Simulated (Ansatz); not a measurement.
**FH₅NSi₂ radical: one molecule under many settings**

Aim: run FH₅NSi₂ radical under a spread of inputs, and see what each costs and gives.

Method: the settings change from run to run; program: Ansatz 0.2.0, Gaussian basis.

## 1. The geometry

The geometry comes from an earlier relaxation with PBE0-D4 in a triple-zeta def2 set; it is a stationary point, not always the lowest conformer.

SMILES `F[SiH2]N[SiH2]`, 9 atoms, charge 0, spin multiplicity 2.

Atoms are counted from 1 here; the program's logs count them from 0.

Bond lengths: F1–Si2 1.600 Å, Si2–N3 1.712 Å, Si2–H5 1.480 Å, Si2–H6 1.477 Å, N3–Si4 1.736 Å, N3–H7 1.012 Å, Si4–H8 1.490 Å, Si4–H9 1.494 Å. Angles: F1–Si2–N3 112.4°, F1–Si2–H5 106.1°, F1–Si2–H6 106.9°, N3–Si2–H5 109.2°, N3–Si2–H6 108.4°, H5–Si2–H6 113.9°, Si2–N3–Si4 128.4°, Si2–N3–H7 115.7°, Si4–N3–H7 115.2°, N3–Si4–H8 106.6°, N3–Si4–H9 109.5°, H8–Si4–H9 111.0°.

## 2. wB97X/6-31G

Options: atoms shaken by 0.08 Å, a point charge of 2.00 e beside it.

The input, in.yaml:

```yaml
crystal:
  periodic: [false, false, false]
  atoms:
    - {symbol: F, position_ang: [-1.818938, 1.278639, -1.080415]}
    - {symbol: Si, position_ang: [-0.314822, 1.101512, -0.543494]}
    - {symbol: N, position_ang: [0.329114, -0.471795, -0.232221]}
    - {symbol: Si, position_ang: [0.062226, -1.594288, 1.040471]}
    - {symbol: H, position_ang: [0.702434, 1.805348, -1.575018]}
    - {symbol: H, position_ang: [-0.309374, 1.766446, 0.766413]}
    - {symbol: H, position_ang: [0.580826, -1.071429, -1.232416]}
    - {symbol: H, position_ang: [-0.248467, -0.503694, 1.996622]}
    - {symbol: H, position_ang: [1.227516, -2.411633, 1.217071]}
basis:
  gaussian: {orbitals: 6-31G, point_charges: [{charge: 2.00, position_ang: [4.769, 0.391, 0.977]}]}
magnetization: {spin_polarized: true, initial_magnetization: 1}
hamiltonian: {xc: {name: wB97X}}
```

Launch:

```console
$ ansatz run in.yaml --threads 4 --pin off --events-out ev --progress --plain --max-ram 10444MiB
```

Standard output:

```text
Functional definition: wB97X
  name "wB97X"
  cite "Chai & Head-Gordon, J. Chem. Phys. 128, 084106 (2008) doi:10.1063/1.2834918"
  cite "Becke, J. Chem. Phys. 107, 8554 (1997) doi:10.1063/1.475007"
  parameter omega = 0.3/bohr
  parameter cx = 0.157706
  parameter cx1 = 0.726479
  parameter cx2 = 1.04760
  parameter cx3 = -5.70635
  parameter cx4 = 13.2794
  parameter css1 = -4.33879
  parameter css2 = 18.2308
  parameter css3 = -31.7430
  parameter css4 = 17.2901
  parameter cos1 = 2.37031
  parameter cos2 = -11.3995
  parameter cos3 = 6.58405
  parameter cos4 = -3.78132
  # The coefficients of nought are those of the uniform gas.
  exchange = spin_sum(e_x_unif_sr(omega)*poly(b97_u_x, 1 - cx, cx1, cx2, cx3, cx4)) + cx*exact_x_sr(omega)
      + exact_x_lr(omega)
  correlation = spin_sum(e_c_pw_same_spin*poly(b97_u_same, 1, css1, css2, css3, css4))
      + integral(e_c_pw_opposite_spin*poly(b97_u_opposite, 1, cos1, cos2, cos3, cos4))
647 factors; integrals over basis functions are off by at most 1.9e-4 eV
268 factors; integrals over basis functions are off by at most 4.8e-6 eV
mean field evaluation 1: about -20033.3367 eV, gradient 3.5e1 eV
mean field evaluation 2: about -20032.7650 eV, gradient 3.7e1 eV
mean field evaluation 4: about -20038.1180 eV, gradient 8.7e-1 eV
mean field evaluation 8: about -20038.2089 eV, gradient 2.6e-2 eV
mean field evaluation 16: about -20038.2089 eV, gradient 4.9e-5 eV
mean field -20038.20888215 eV, -736.3905940332 hartree, gradient 4.9e-5 eV, S^2 0.751707; 0 other end points of the search recorded, 0 dependent functions left out
reference -20038.20885462 eV, -736.3905930217 hartree; 25, 24 occupied and 29, 30 virtual orbitals, 647 factors
Total energy: -20038.20885462 eV, -736.3905930217 hartree
```

It took 3.3 s on 4 threads of Arm Neoverse V1, shared host.

⟨S²⟩ 0.752.

## 3. LC-wPBE/x2c-TZVPPall

The input, in.yaml:

```yaml
crystal:
  periodic: [false, false, false]
  atoms:
    - {symbol: F, position_ang: [-1.778175, 1.208947, -1.181829]}
    - {symbol: Si, position_ang: [-0.287961, 1.123636, -0.604871]}
    - {symbol: N, position_ang: [0.241520, -0.491370, -0.402955]}
    - {symbol: Si, position_ang: [0.023590, -1.533607, 0.967896]}
    - {symbol: H, position_ang: [0.576316, 1.799105, -1.598775]}
    - {symbol: H, position_ang: [-0.302819, 1.779799, 0.718849]}
    - {symbol: H, position_ang: [0.600375, -0.942220, -1.234483]}
    - {symbol: H, position_ang: [-0.246273, -0.649994, 2.136234]}
    - {symbol: H, position_ang: [1.261827, -2.340697, 1.182736]}
basis:
  gaussian: {orbitals: x2c-TZVPPall}
magnetization: {spin_polarized: true, initial_magnetization: 1}
hamiltonian: {xc: {name: LC-wPBE}}
output: {forces: true}
```

Same command.

Standard output (excerpt; [...] marks lines left out):

```text
Functional definition: LC-wPBE
  name "LC-wPBE"
  cite "Vydrov & Scuseria, J. Chem. Phys. 125, 234109 (2006) doi:10.1063/1.2409292"
  cite "Heyd & Scuseria, J. Chem. Phys. 120, 7274 (2004) doi:10.1063/1.1668634"
  cite "Ernzerhof & Perdew, J. Chem. Phys. 109, 3313 (1998) doi:10.1063/1.476928"
  cite "Perdew, Burke & Ernzerhof, Phys. Rev. Lett. 77, 3865 (1996) doi:10.1103/PhysRevLett.77.3865"
  parent pbe
[...]
1210 factors; their error is unknown
392 factors; integrals over basis functions are off by at most 2.9e-5 eV
[...]
mean field -20076.84019303 eV, -737.8102685229 hartree, gradient 3.7e-5 eV, S^2 0.753025; 0 other end points of the search recorded, 0 dependent functions left out
[...]
reference -20076.84019304 eV, -737.8102685232 hartree; 25, 24 occupied and 191, 192 virtual orbitals, 1210 factors
Total energy: -20076.84019304 eV, -737.8102685232 hartree
Relativity: scalar
Atom 0 at    -1.778175     1.208947    -1.181829 Å, force    -0.086410     0.009771    -0.034783 eV/Å
Atom 1 at    -0.287961     1.123636    -0.604871 Å, force     0.195462    -0.081950     0.081737 eV/Å
Atom 2 at     0.241520    -0.491370    -0.402955 Å, force    -0.047589    -0.007577    -0.018022 eV/Å
Atom 3 at     0.023590    -1.533607     0.967896 Å, force     0.117709     0.118108     0.007453 eV/Å
Atom 4 at     0.576316     1.799105    -1.598775 Å, force    -0.058246    -0.035703     0.067698 eV/Å
Atom 5 at    -0.302819     1.779799     0.718849 Å, force    -0.002346    -0.022891    -0.082791 eV/Å
Atom 6 at     0.600375    -0.942220    -1.234483 Å, force    -0.025678     0.044236     0.066650 eV/Å
Atom 7 at    -0.246273    -0.649994     2.136234 Å, force     0.012567    -0.080987    -0.076237 eV/Å
Atom 8 at     1.261827    -2.340697     1.182736 Å, force    -0.105469     0.056994    -0.011705 eV/Å
Dipole moment:     0.309760    -0.120792    -0.063804 e Å
```

Wall time 4.2 s (4 threads of Arm Neoverse V1, shared host).

Largest force 0.227 eV/Å, dipole 1.63 D, ⟨S²⟩ 0.753.

## 4. RPBE/def2-mTZVP

Set apart from the defaults: multiplicity 4, restricted open-shell orbitals, atoms shaken by 0.15 Å, D3(BJ) dispersion, relativity set to none.

The input, in.yaml:

```yaml
crystal:
  periodic: [false, false, false]
  atoms:
    - {symbol: F, position_ang: [-1.804476, 1.190677, -1.475814]}
    - {symbol: Si, position_ang: [-0.088138, 1.324468, -0.674792]}
    - {symbol: N, position_ang: [0.219117, -0.589556, -0.294778]}
    - {symbol: Si, position_ang: [0.156662, -1.574527, 0.887050]}
    - {symbol: H, position_ang: [0.585483, 1.864798, -1.732262]}
    - {symbol: H, position_ang: [-0.504360, 1.645886, 0.850161]}
    - {symbol: H, position_ang: [0.780691, -0.899228, -1.007258]}
    - {symbol: H, position_ang: [-0.450604, -0.868192, 2.276056]}
    - {symbol: H, position_ang: [1.513568, -2.302254, 1.157708]}
basis:
  gaussian: {orbitals: def2-mTZVP}
magnetization: {spin_polarized: false, initial_magnetization: 3}
hamiltonian: {xc: {name: RPBE}, dispersion: d3bj, pseudopotentials: {relativity: none}}
output: {forces: true}
```

The command is unchanged.

Standard output (excerpt; [...] marks lines left out):

```text
Functional definition: RPBE
  name "RPBE"
  cite "Hammer, Hansen & Nørskov, Phys. Rev. B 59, 7413 (1999) doi:10.1103/PhysRevB.59.7413"
  cite "Perdew, Burke & Ernzerhof, Phys. Rev. Lett. 77, 3865 (1996) doi:10.1103/PhysRevLett.77.3865"
[...]
929 factors; their error is unknown
[...]
mean field -20036.26840889 eV, -736.3192829563 hartree, gradient 2.7e-6 eV, S^2 3.750000; 10 other end points of the search recorded, 0 dependent functions left out
[...]
reference -20036.26845939 eV, -736.3192848120 hartree; 26, 23 occupied and 71, 74 virtual orbitals, 929 factors
Total energy: -20037.40258312 eV, -736.3609630904 hartree
Atom 0 at    -1.804476     1.190677    -1.475814 Å, force     1.722025    -0.359149     1.006849 eV/Å
Atom 1 at    -0.088138     1.324468    -0.674792 Å, force    -1.164984    -1.760884     4.202759 eV/Å
Atom 2 at     0.219117    -0.589556    -0.294778 Å, force    -1.483426     7.207130    -5.678705 eV/Å
Atom 3 at     0.156662    -1.574527     0.887050 Å, force    -1.820853    -5.781033     8.649386 eV/Å
Atom 4 at     0.585483     1.864798    -1.732262 Å, force     0.656185     1.375666    -2.736206 eV/Å
Atom 5 at    -0.504360     1.645886     0.850161 Å, force    -0.383235     0.253734    -1.276985 eV/Å
Atom 6 at     0.780691    -0.899228    -1.007258 Å, force     1.809738    -1.098899    -2.912254 eV/Å
Atom 7 at    -0.450604    -0.868192     2.276056 Å, force     0.748375    -0.618059    -1.321213 eV/Å
Atom 8 at     1.513568    -2.302254     1.157708 Å, force    -0.083824     0.781494     0.066369 eV/Å
Dipole moment:     0.466874    -0.479662     0.014926 e Å
```

Run time: 8 s. Hardware: 4 threads of Arm Neoverse V1, shared host.

Largest force 10.562 eV/Å, dipole 3.22 D.

## 5. B2PLYP/cc-pVTZ

The input, in.yaml:

```yaml
crystal:
  periodic: [false, false, false]
  atoms:
    - {symbol: F, position_ang: [-1.778175, 1.208947, -1.181829]}
    - {symbol: Si, position_ang: [-0.287961, 1.123636, -0.604871]}
    - {symbol: N, position_ang: [0.241520, -0.491370, -0.402955]}
    - {symbol: Si, position_ang: [0.023590, -1.533607, 0.967896]}
    - {symbol: H, position_ang: [0.576316, 1.799105, -1.598775]}
    - {symbol: H, position_ang: [-0.302819, 1.779799, 0.718849]}
    - {symbol: H, position_ang: [0.600375, -0.942220, -1.234483]}
    - {symbol: H, position_ang: [-0.246273, -0.649994, 2.136234]}
    - {symbol: H, position_ang: [1.261827, -2.340697, 1.182736]}
basis:
  gaussian: {orbitals: cc-pVTZ}
magnetization: {spin_polarized: true, initial_magnetization: 1}
hamiltonian: {xc: {name: B2PLYP}}
```

Launched as before.

Standard output (excerpt; [...] marks lines left out):

```text
Functional definition: B2PLYP
  name "B2PLYP"
  cite "Grimme, J. Chem. Phys. 124, 034108 (2006) doi:10.1063/1.2148954"
  cite "Becke, Phys. Rev. A 38, 3098 (1988) doi:10.1103/PhysRevA.38.3098"
  cite "Lee, Yang & Parr, Phys. Rev. B 37, 785 (1988) doi:10.1103/PhysRevB.37.785"
[...]
1151 factors; integrals over basis functions are off by at most 1.2e-3 eV
[...]
mean field -20032.27200324 eV, -736.1724177576 hartree, gradient 3.2e-6 eV, S^2 0.753272; 0 other end points of the search recorded, 0 dependent functions left out
12 core orbitals not correlated: weight in the atoms' cores, before any rotation towards them, 1.000 or more for the frozen orbitals, at most 0.000 for the correlated occupied ones
reference -20032.27217216 eV, -736.1724239651 hartree; 13, 12 occupied and 173, 174 virtual orbitals, 1151 factors
second order -22.58202993 eV of doubles, -0.00000000 eV of singles
Total energy: -20038.36932024 eV, -736.3964900243 hartree
```

Run time: 5.5 s. Hardware: 4 threads of Arm Neoverse V1, shared host; peak memory 0.54 GiB.

⟨S²⟩ 0.753.

## 6. B3LYP5/ANO-RCC-VTZP

Options: restricted open-shell orbitals.

in.yaml, as its differences from that of step 5:

```diff
@@ -13,4 +13,4 @@
 basis:
-  gaussian: {orbitals: cc-pVTZ}
-magnetization: {spin_polarized: true, initial_magnetization: 1}
-hamiltonian: {xc: {name: B2PLYP}}
+  gaussian: {orbitals: ANO-RCC-VTZP}
+magnetization: {spin_polarized: false, initial_magnetization: 1}
+hamiltonian: {xc: {name: B3LYP5}}
```

The command is unchanged.

Standard output (excerpt; [...] marks lines left out):

```text
Functional definition: B3LYP5
  name "B3LYP5"
  cite "Stephens, Devlin, Chabalowski & Frisch, J. Phys. Chem. 98, 11623 (1994) doi:10.1021/j100096a001"
  cite "Becke, Phys. Rev. A 38, 3098 (1988) doi:10.1103/PhysRevA.38.3098"
  cite "Lee, Yang & Parr, Phys. Rev. B 37, 785 (1988) doi:10.1103/PhysRevB.37.785"
  cite "Vosko, Wilk & Nusair, Can. J. Phys. 58, 1200 (1980) doi:10.1139/p80-159"
[...]
1457 factors; their error is unknown
[...]
mean field -20080.59232343 eV, -737.9481567717 hartree, gradient 7.0e-5 eV, S^2 0.750000; 0 other end points of the search recorded, 0 dependent functions left out
reference -20080.59262198 eV, -737.9481677431 hartree; 25, 24 occupied and 173, 174 virtual orbitals, 1457 factors
Total energy: -20080.59262198 eV, -737.9481677431 hartree
Relativity: scalar
```

Wall time 7.5 s (4 threads of Arm Neoverse V1, shared host); peak memory 0.65 GiB.

## 7. B97/x2c-TZVPPall

This run has charge -1, multiplicity 1, atoms shaken by 0.15 Å.

The input, in.yaml:

```yaml
crystal:
  periodic: [false, false, false]
  atoms:
    - {symbol: F, position_ang: [-1.809096, 1.134429, -1.232431]}
    - {symbol: Si, position_ang: [-0.299889, 1.235436, -0.622155]}
    - {symbol: N, position_ang: [0.128180, -0.509300, -0.393550]}
    - {symbol: Si, position_ang: [0.009272, -1.337441, 1.028860]}
    - {symbol: H, position_ang: [0.475324, 1.950154, -1.328174]}
    - {symbol: H, position_ang: [-0.150353, 1.566648, 0.655141]}
    - {symbol: H, position_ang: [0.516172, -1.062904, -1.070569]}
    - {symbol: H, position_ang: [-0.157749, -0.581741, 1.938767]}
    - {symbol: H, position_ang: [1.360032, -2.314513, 1.268600]}
basis:
  gaussian: {orbitals: x2c-TZVPPall}
total_charge: -1
hamiltonian: {xc: {name: B97}}
```

Same command.

Standard output (excerpt; [...] marks lines left out):

```text
Functional definition: B97
  name "B97"
  cite "Becke, J. Chem. Phys. 107, 8554 (1997) doi:10.1063/1.475007"
[...]
      + integral(e_c_pw_opposite_spin*poly(b97_u_opposite, cos0, cos1, cos2))
1210 factors; their error is unknown
[...]
mean field -20077.40816308 eV, -737.8311410373 hartree, gradient 6.9e-5 eV, S^2 0.000000; 0 other end points of the search recorded, 0 dependent functions left out
reference -20077.40818977 eV, -737.8311420181 hartree; 25, 25 occupied and 191, 191 virtual orbitals, 1210 factors
Total energy: -20077.40818977 eV, -737.8311420181 hartree
Relativity: scalar
```

It took 4.5 s on 4 threads of Arm Neoverse V1, shared host.

## 8. r2SCAN0/cc-pVDZ

Set apart from the defaults: D3(BJ) dispersion.

The input, in.yaml:

```yaml
crystal:
  periodic: [false, false, false]
  atoms:
    - {symbol: F, position_ang: [-1.778175, 1.208947, -1.181829]}
    - {symbol: Si, position_ang: [-0.287961, 1.123636, -0.604871]}
    - {symbol: N, position_ang: [0.241520, -0.491370, -0.402955]}
    - {symbol: Si, position_ang: [0.023590, -1.533607, 0.967896]}
    - {symbol: H, position_ang: [0.576316, 1.799105, -1.598775]}
    - {symbol: H, position_ang: [-0.302819, 1.779799, 0.718849]}
    - {symbol: H, position_ang: [0.600375, -0.942220, -1.234483]}
    - {symbol: H, position_ang: [-0.246273, -0.649994, 2.136234]}
    - {symbol: H, position_ang: [1.261827, -2.340697, 1.182736]}
basis:
  gaussian: {orbitals: cc-pVDZ}
magnetization: {spin_polarized: true, initial_magnetization: 1}
hamiltonian: {xc: {name: r2SCAN0}, dispersion: d3bj}
```

Launched as before.

Standard output (excerpt; [...] marks lines left out):

```text
Warning: the engine holds no damping parameters fitted to this dispersion correction and functional, so the run takes those fitted to r2scan0 beside the three-body term, which d3bj leaves out (hamiltonian.dispersion, under Limitations)
Functional definition: r2SCAN0
  name "r2SCAN0"
  cite "Bursch, Neugebauer, Ehlert & Grimme, J. Chem. Phys. 156, 134105 (2022) doi:10.1063/5.0086040"
  cite "Furness, Kaplan, Ning, Perdew & Sun, J. Phys. Chem. Lett. 11, 8208 (2020) doi:10.1021/acs.jpclett.0c02405"
  cite "Furness, Kaplan, Ning, Perdew & Sun, J. Phys. Chem. Lett. 11, 9248 (2020) doi:10.1021/acs.jpclett.0c03077"
  parent r2scan
[...]
848 factors; integrals over basis functions are off by at most 1.1e-3 eV
[...]
mean field -20040.61022775 eV, -736.4788418565 hartree, gradient 3.0e-5 eV, S^2 0.752933; 0 other end points of the search recorded, 0 dependent functions left out
reference -20040.61023755 eV, -736.4788422164 hartree; 25, 24 occupied and 64, 65 virtual orbitals, 848 factors
Total energy: -20040.67414529 eV, -736.4811907825 hartree
```

Run time: 3.4 s. Hardware: 4 threads of Arm Neoverse V1, shared host.

⟨S²⟩ 0.753.

## 9. LC-wPBE/def2-TZVP

Set apart from the defaults: restricted open-shell orbitals.

in.yaml, as its differences from that of step 8:

```diff
@@ -13,4 +13,4 @@
 basis:
-  gaussian: {orbitals: cc-pVDZ}
-magnetization: {spin_polarized: true, initial_magnetization: 1}
-hamiltonian: {xc: {name: r2SCAN0}, dispersion: d3bj}
+  gaussian: {orbitals: def2-TZVP}
+magnetization: {spin_polarized: false, initial_magnetization: 1}
+hamiltonian: {xc: {name: LC-wPBE}}
```

Launched as before.

Standard output (excerpt; [...] marks lines left out):

```text
Functional definition: LC-wPBE
  name "LC-wPBE"
  cite "Vydrov & Scuseria, J. Chem. Phys. 125, 234109 (2006) doi:10.1063/1.2409292"
  cite "Heyd & Scuseria, J. Chem. Phys. 120, 7274 (2004) doi:10.1063/1.1668634"
  cite "Ernzerhof & Perdew, J. Chem. Phys. 109, 3313 (1998) doi:10.1063/1.476928"
  cite "Perdew, Burke & Ernzerhof, Phys. Rev. Lett. 77, 3865 (1996) doi:10.1103/PhysRevLett.77.3865"
  parent pbe
[...]
1035 factors; their error is unknown
383 factors; integrals over basis functions are off by at most 2.1e-5 eV
[...]
mean field -20040.35153285 eV, -736.4693349940 hartree, gradient 5.3e-5 eV, S^2 0.750000; 0 other end points of the search recorded, 0 dependent functions left out
reference -20040.35153286 eV, -736.4693349943 hartree; 25, 24 occupied and 141, 142 virtual orbitals, 1035 factors
Total energy: -20040.35153286 eV, -736.4693349943 hartree
```

Run time: 2.8 s. Hardware: 4 threads of Arm Neoverse V1, shared host.

## 10. LC-wPBE/def2-TZVPD

Options: finite nuclei.

in.yaml, as its differences from that of step 9:

```diff
@@ -13,4 +13,5 @@
 basis:
-  gaussian: {orbitals: def2-TZVP}
-magnetization: {spin_polarized: false, initial_magnetization: 1}
+  gaussian: {orbitals: def2-TZVPD, nuclear_model: gaussian}
+magnetization: {spin_polarized: true, initial_magnetization: 1}
 hamiltonian: {xc: {name: LC-wPBE}}
+output: {forces: true}
```

Same command.

Standard output (excerpt; [...] marks lines left out):

```text
Functional definition: LC-wPBE
  name "LC-wPBE"
  cite "Vydrov & Scuseria, J. Chem. Phys. 125, 234109 (2006) doi:10.1063/1.2409292"
  cite "Heyd & Scuseria, J. Chem. Phys. 120, 7274 (2004) doi:10.1063/1.1668634"
  cite "Ernzerhof & Perdew, J. Chem. Phys. 109, 3313 (1998) doi:10.1063/1.476928"
  cite "Perdew, Burke & Ernzerhof, Phys. Rev. Lett. 77, 3865 (1996) doi:10.1103/PhysRevLett.77.3865"
  parent pbe
[...]
1181 factors; their error is unknown
544 factors; integrals over basis functions are off by at most 1.9e-5 eV
[...]
mean field -20040.42015126 eV, -736.4718566742 hartree, gradient 5.4e-5 eV, S^2 0.753046; 0 other end points of the search recorded, 0 dependent functions left out
[...]
reference -20040.42015127 eV, -736.4718566746 hartree; 25, 24 occupied and 183, 184 virtual orbitals, 1181 factors
Total energy: -20040.42015127 eV, -736.4718566746 hartree
Atom 0 at    -1.778175     1.208947    -1.181829 Å, force    -0.129681     0.008728    -0.049534 eV/Å
Atom 1 at    -0.287961     1.123636    -0.604871 Å, force     0.236239    -0.076506     0.092254 eV/Å
Atom 2 at     0.241520    -0.491370    -0.402955 Å, force    -0.069701    -0.012917     0.011307 eV/Å
Atom 3 at     0.023590    -1.533607     0.967896 Å, force     0.120785     0.118986     0.009657 eV/Å
Atom 4 at     0.576316     1.799105    -1.598775 Å, force    -0.049988    -0.023626     0.050302 eV/Å
Atom 5 at    -0.302819     1.779799     0.718849 Å, force    -0.008424    -0.011164    -0.062142 eV/Å
Atom 6 at     0.600375    -0.942220    -1.234483 Å, force    -0.004888     0.024885     0.027512 eV/Å
Atom 7 at    -0.246273    -0.649994     2.136234 Å, force     0.006368    -0.075501    -0.067033 eV/Å
Atom 8 at     1.261827    -2.340697     1.182736 Å, force    -0.100709     0.047115    -0.012324 eV/Å
Dipole moment:     0.323647    -0.109811    -0.056779 e Å
```

Wall time 4.8 s (4 threads of Arm Neoverse V1, shared host); peak memory 0.49 GiB.

Largest force 0.265 eV/Å, dipole 1.66 D, ⟨S²⟩ 0.753.

## 11. The runs in one table

| level | charge | multiplicity | geometry | functions | energy (eV) | time |
| --- | --- | --- | --- | --- | --- | --- |
| wB97X/6-31G | 0 | 2 | shaken, point charge | 54 | -20038.209 | 3.3 s |
| LC-wPBE/x2c-TZVPPall | 0 | 2 | relaxed | 216 | -20076.840 | 4.2 s |
| RPBE/def2-mTZVP | 0 | 4 | shaken | 97 | -20037.403 | 8 s |
| B2PLYP/cc-pVTZ | 0 | 2 | relaxed | 198 | -20038.369 | 5.5 s |
| B3LYP5/ANO-RCC-VTZP | 0 | 2 | relaxed | 198 | -20080.593 | 7.5 s |
| B97/x2c-TZVPPall | -1 | 1 | shaken | 216 | -20077.408 | 4.5 s |
| r2SCAN0/cc-pVDZ | 0 | 2 | relaxed | 89 | -20040.674 | 3.4 s |
| LC-wPBE/def2-TZVP | 0 | 2 | relaxed | 166 | -20040.352 | 2.8 s |
| LC-wPBE/def2-TZVPD | 0 | 2 | relaxed | 208 | -20040.420 | 4.8 s |

## 12. Summary of results

| quantity | value |
| --- | --- |
| runs | 9 |
| quickest | LC-wPBE/def2-TZVP, 2.8 s |
| slowest | RPBE/def2-mTZVP, 8 s |
| spread of total energies, same state and geometry | 42.2 eV |
| dipole, same state and geometry | 1.63 to 1.66 D |

Run time spans a factor of 3, from LC-wPBE/def2-TZVP to RPBE/def2-mTZVP. The jobs differ in tasks and options as well as level. The totals spread over 42 eV; they can't be compared across methods or bases. Some of these runs are scalar-relativistic and others not, which shifts the totals of all-electron atoms past neon by eV; core potentials, where a basis has them, take the core out of the total altogether. At the PBE0-D4/def2-TZVP geometry and in the same state, runs without warnings or point charges leave forces up to 0.26 eV/Å (LC-wPBE/def2-TZVPD).
